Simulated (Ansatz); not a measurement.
# GeH6O4Si: one species, many methods

One table from this session's results is given with a row withheld; the runs are named, their logs left out.

Computed with Ansatz 0.2.0, Gaussian basis. Level: functionals in def2-TZVPP, the program's frozen cores in correlated methods.

Plan: LDA (SPW92), PBE-D4, revPBE-D4, BLYP-D4, r2SCAN-D4, B97M-V, PBE0-D4, B3LYP-D4, r2SCANh-D4, r2SCAN0-D4, HSE06-D4, BHLYP-D4, CAM-B3LYP-D4, LC-ωPBE, ωB97X-V, ωB97M-V, B2PLYP, PBE-QIDH; CCSD(T)/def2-SVP; MP2/def2-TZVPP; MP2/def2-QZVPP; RPA on PBE.

## The relaxed structure

An earlier PBE0-D4 in a triple-zeta def2 set relaxation fixed the geometry.

SMILES `O[Si](O)(O)[O][GeH3]`, 12 atoms, charge 0, spin multiplicity 1.

Atoms are counted from 1 here; the program's logs count them from 0.

Bond lengths: O1–Si2 1.632 Å, O1–H7 0.958 Å, Si2–O3 1.634 Å, Si2–O4 1.635 Å, Si2–O5 1.617 Å, O3–H8 0.958 Å, O4–H9 0.958 Å, O5–Ge6 1.783 Å, Ge6–H10 1.534 Å, Ge6–H11 1.535 Å, Ge6–H12 1.535 Å. Angles: Si2–O1–H7 116.3°, O1–Si2–O3 106.7°, O1–Si2–O4 106.0°, O1–Si2–O5 115.2°, O3–Si2–O4 114.8°, O3–Si2–O5 105.8°, O4–Si2–O5 108.6°, Si2–O3–H8 116.9°, Si2–O4–H9 116.5°, Si2–O5–Ge6 131.2°, O5–Ge6–H10 104.9°, O5–Ge6–H11 109.1°, O5–Ge6–H12 108.1°, H10–Ge6–H11 111.5°, H10–Ge6–H12 111.4°, H11–Ge6–H12 111.6°.

Set-up of the first run:

in.yaml reads:

```yaml
crystal:
  periodic: [false, false, false]
  atoms:
    - {symbol: O, position_ang: [-1.893729, -0.864539, -0.529983]}
    - {symbol: Si, position_ang: [-0.753543, -0.291443, 0.487332]}
    - {symbol: O, position_ang: [0.256915, -1.534632, 0.809678]}
    - {symbol: O, position_ang: [-1.559812, 0.290767, 1.784606]}
    - {symbol: O, position_ang: [0.175497, 0.886920, -0.114978]}
    - {symbol: Ge, position_ang: [1.665590, 0.825099, -1.092634]}
    - {symbol: H, position_ang: [-2.722362, -0.384317, -0.553445]}
    - {symbol: H, position_ang: [-0.143213, -2.393848, 0.948242]}
    - {symbol: H, position_ang: [-1.090674, 0.921490, 2.331974]}
    - {symbol: H, position_ang: [1.764173, 2.208012, -1.749522]}
    - {symbol: H, position_ang: [1.531759, -0.288239, -2.141295]}
    - {symbol: H, position_ang: [2.846399, 0.569630, -0.145974]}
basis:
  gaussian: {orbitals: def2-TZVPP}
hamiltonian: {xc: lda}
output: {orbitals: {seedname: orbitals}}
```

The run is started by

```console
$ ansatz run in.yaml --threads 4 --pin off --events-out ev --progress --plain --max-ram 11315MiB
```

Among the steps run: LDA; PBE-D4 (GGA); revPBE-D4 (GGA); BLYP-D4 (GGA); r2SCAN-D4 (meta-GGA); B97M-V (meta-GGA); PBE0-D4 (hybrid); B3LYP-D4 (hybrid); r2SCANh-D4 (hybrid); r2SCAN0-D4 (hybrid); HSE06-D4 (hybrid); BHLYP-D4 (hybrid); CAM-B3LYP-D4 (range-separated); LC-ωPBE (range-separated); ωB97X-V (range-separated); ωB97M-V (range-separated); B2PLYP (double hybrid); PBE-QIDH (double hybrid).

One of the session's tables, all rows but one given; the rest of the session is left out.

It belongs to the step «Orbital energies across the functionals». 

```
  functional  HOMO (eV)  gap (eV)
 LDA (SPW92)      -7.22      6.18
      PBE-D4      -7.06      6.28
   revPBE-D4      -7.00      6.35
     BLYP-D4      -6.96      6.23
   r2SCAN-D4      -7.44      7.10
      B97M-V          ?         ?
     PBE0-D4      -8.66      8.77
    B3LYP-D4      -8.41      8.22
  r2SCANh-D4      -8.04      7.99
  r2SCAN0-D4      -8.93      9.29
    HSE06-D4      -8.26      7.99
    BHLYP-D4     -10.15     11.02
CAM-B3LYP-D4     -10.10     11.09
     LC-ωPBE     -11.45     13.75
     ωB97X-V     -11.12     13.20
     ωB97M-V     -11.01     12.75
```

Estimate the missing values for B97M-V.

As computed: HOMO (eV): -7.56; gap (eV): 6.98. In the column «HOMO (eV)» it lies between r2SCANh-D4 (-8.04) and r2SCAN-D4 (-7.44).
